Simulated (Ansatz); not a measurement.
**C₄H₉F₂In: one species, many methods**

An exercise on one series of results from a longer session: the logs are not shown, and one member is left open.

Method: functionals in def2-TZVPP, the program's frozen cores in correlated methods; program: Ansatz 0.2.0, Gaussian basis.

Levels to be run: LDA (SPW92), PBE-D4, revPBE-D4, BLYP-D4, r2SCAN-D4, B97M-V, PBE0-D4, B3LYP-D4, r2SCANh-D4, r2SCAN0-D4, HSE06-D4, BHLYP-D4, CAM-B3LYP-D4, LC-ωPBE, ωB97X-V, ωB97M-V, B2PLYP, PBE-QIDH; CCSD(T)/def2-SVP; MP2/def2-TZVPP; RPA on PBE.

1 further run of the same task is left out (it didn't finish). Runs told in other sessions of the task aren't counted.

### Structure used throughout

An earlier PBE0-D4 in a triple-zeta def2 set relaxation fixed the geometry. In takes the def2 core potential; no spin-orbit term is included.

SMILES `C[C](C)(C)[In]([F])[F]`, 16 atoms, charge 0, spin multiplicity 1.

Atoms are counted from 1 here; the program's logs count them from 0.

Bond lengths: C1–C2 1.522 Å, C1–H8 1.099 Å, C1–H9 1.092 Å, C1–H10 1.093 Å, C2–C3 1.521 Å, C2–C4 1.523 Å, C2–In5 2.176 Å, C3–H11 1.092 Å, C3–H12 1.099 Å, C3–H13 1.092 Å, C4–H14 1.093 Å, C4–H15 1.099 Å, C4–H16 1.093 Å, In5–F6 1.952 Å, In5–F7 1.950 Å. Angles: C2–C1–H8 108.9°, C2–C1–H9 112.5°, C2–C1–H10 112.5°, H8–C1–H9 107.4°, H8–C1–H10 107.1°, H9–C1–H10 108.3°, C1–C2–C3 110.8°, C1–C2–C4 110.3°, C1–C2–In5 108.0°, C3–C2–C4 110.8°, C3–C2–In5 109.1°, C4–C2–In5 107.8°, C2–C3–H11 112.5°, C2–C3–H12 109.0°, C2–C3–H13 112.4°, H11–C3–H12 107.4°, H11–C3–H13 107.9°, H12–C3–H13 107.4° and more.

Set-up of the first run:

The input, in.yaml:

```yaml
crystal:
  periodic: [false, false, false]
  atoms:
    - {symbol: C, position_ang: [0.480460, 0.592198, 1.356743]}
    - {symbol: C, position_ang: [0.024632, -0.085499, 0.072083]}
    - {symbol: C, position_ang: [1.077761, -1.062559, -0.426205]}
    - {symbol: C, position_ang: [-1.306537, -0.791491, 0.290768]}
    - {symbol: In, position_ang: [-0.280165, 1.458641, -1.429784]}
    - {symbol: F, position_ang: [-1.471796, 2.995237, -1.254377]}
    - {symbol: F, position_ang: [0.550372, 1.603501, -3.188578]}
    - {symbol: H, position_ang: [0.611780, -0.172491, 2.134485]}
    - {symbol: H, position_ang: [-0.249666, 1.314378, 1.729359]}
    - {symbol: H, position_ang: [1.440266, 1.102387, 1.242405]}
    - {symbol: H, position_ang: [0.781381, -1.558376, -1.353201]}
    - {symbol: H, position_ang: [1.227409, -1.843498, 0.331751]}
    - {symbol: H, position_ang: [2.044177, -0.582802, -0.596569]}
    - {symbol: H, position_ang: [-1.663545, -1.299318, -0.608868]}
    - {symbol: H, position_ang: [-1.177772, -1.559726, 1.065459]}
    - {symbol: H, position_ang: [-2.088757, -0.110582, 0.634539]}
basis:
  gaussian: {orbitals: def2-TZVPP}
hamiltonian: {xc: lda}
output: {orbitals: {seedname: orbitals}}
```

On the command line:

```sh
$ ansatz run in.yaml --threads 4 --pin off --events-out ev --progress --plain --max-ram 11315MiB
```

Steps of the session up to this table: LDA; PBE-D4 (GGA); revPBE-D4 (GGA); BLYP-D4 (GGA); r2SCAN-D4 (meta-GGA); B97M-V (meta-GGA); B3LYP-D4 (hybrid); r2SCANh-D4 (hybrid); r2SCAN0-D4 (hybrid); HSE06-D4 (hybrid); BHLYP-D4 (hybrid); CAM-B3LYP-D4 (range-separated); LC-ωPBE (range-separated); ωB97X-V (range-separated); ωB97M-V (range-separated); B2PLYP (double hybrid); PBE-QIDH (double hybrid).

One of the session's tables, all rows but one given; the rest of the session is left out.

It belongs to the step «Frontier levels by functional». 

```
  functional  HOMO (eV)  LUMO (eV)  gap (eV)
 LDA (SPW92)      -7.01      -2.89      4.12
      PBE-D4      -6.79      -2.58      4.21
   revPBE-D4      -6.70      -2.44      4.26
     BLYP-D4          ?          ?         ?
   r2SCAN-D4      -7.00      -2.35      4.65
      B97M-V      -7.03      -2.53      4.51
     PBE0-D4      -7.95      -1.70      6.25
    B3LYP-D4      -7.80      -2.04      5.76
  r2SCANh-D4      -7.44      -2.03      5.41
  r2SCAN0-D4      -8.10      -1.57      6.53
    HSE06-D4      -7.55      -2.07      5.48
    BHLYP-D4      -9.03      -0.90      8.13
CAM-B3LYP-D4      -9.26      -0.81      8.45
     LC-ωPBE     -10.44       0.50     10.94
     ωB97X-V     -10.14       0.31     10.44
     ωB97M-V     -10.05       0.08     10.14
```

**Question.** Estimate the row for BLYP-D4.

Worked estimate for «HOMO (eV)». Against the share of exact exchange, B3LYP-D4 (0.2, -7.80), BHLYP-D4 (0.5, -9.03) give a slope of -4.10 per unit share; at 0 the line stands at -6.98.

**Answer.** HOMO (eV): -6.70; LUMO (eV): -2.56; gap (eV): 4.15. In «HOMO (eV)» the line misses by -0.28.
